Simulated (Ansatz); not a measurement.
# C3H6FNTe: the cost of one run

Program: Ansatz 0.2.0. Level of theory: RKS BLYP/def2-SVP. These are calculated values, not measurements.

## (1) The starting structure

Bond lengths: C1–C2 1.373 Å, C2–C3 1.492 Å, C3–N4 1.558 Å, C3–F5 1.389 Å, C3–Te6 2.169 Å, C1–H7 1.060 Å, C1–H8 1.050 Å, C2–H9 1.114 Å, N4–H10 0.981 Å, N4–H11 1.071 Å, Te6–H12 1.739 Å. Angles (14 of 16 angles, heavy atoms first): C1–C2–C3 120.7°, C2–C3–N4 110.8°, C2–C3–F5 110.8°, C2–C3–Te6 111.0°, N4–C3–F5 107.1°, N4–C3–Te6 108.1°, F5–C3–Te6 109.0°, C1–C2–H9 121.0°, C3–C2–H9 118.3°, C2–C1–H7 120.3°, C2–C1–H8 116.5°, C3–N4–H10 107.9°, C3–N4–H11 103.8°, C3–Te6–H12 91.2°.

Coordinates:

```xyz
12

C    -0.9671   -1.8399   -0.1591
C    -1.0000   -0.5219    0.2258
C     0.0413    0.4357   -0.2490
N     1.4576   -0.0099    0.2223
F     0.0701    0.4834   -1.6364
Te   -0.3291    2.4295    0.5201
H    -0.2264   -2.1816   -0.8354
H    -1.7623   -2.4426    0.1677
H    -1.7752   -0.1510    0.9344
H     2.1082    0.6397   -0.1206
H     1.4025    0.0517    1.2902
H     1.0574    3.0517   -0.3261
```

## (2) End point A

input.yaml reads:

```yaml
crystal:
  periodic: [false, false, false]
  atoms:
    - { symbol: C, position_ang: [-0.9671, -1.8399, -0.1591] }
    - { symbol: C, position_ang: [-1.0, -0.5219, 0.2258] }
    - { symbol: C, position_ang: [0.0413, 0.4357, -0.249] }
    - { symbol: "N", position_ang: [1.4576, -0.0099, 0.2223] }
    - { symbol: F, position_ang: [0.0701, 0.4834, -1.6364] }
    - { symbol: Te, position_ang: [-0.3291, 2.4295, 0.5201] }
    - { symbol: H, position_ang: [-0.2264, -2.1816, -0.8354] }
    - { symbol: H, position_ang: [-1.7623, -2.4426, 0.1677] }
    - { symbol: H, position_ang: [-1.7752, -0.151, 0.9344] }
    - { symbol: H, position_ang: [2.1082, 0.6397, -0.1206] }
    - { symbol: H, position_ang: [1.4025, 0.0517, 1.2902] }
    - { symbol: H, position_ang: [1.0574, 3.0517, -0.3261] }
basis:
  gaussian: { orbitals: def2-SVP }
hamiltonian:
  xc: blyp
relax:
  f_tol: 0.02
  max_steps: 50
output:
  orbitals: {}
```

Launch:

```console
$ ansatz run input.yaml --threads 2 --pin off --max-ram 3072MiB --backend cpu --events-out ev --progress --plain --runs-dir out
```

What time and memory should one allow on 2 threads of Intel Xeon at 2.60GHz (Ice Lake), shared host?

About 83 s, with a peak of 0.2 GiB.
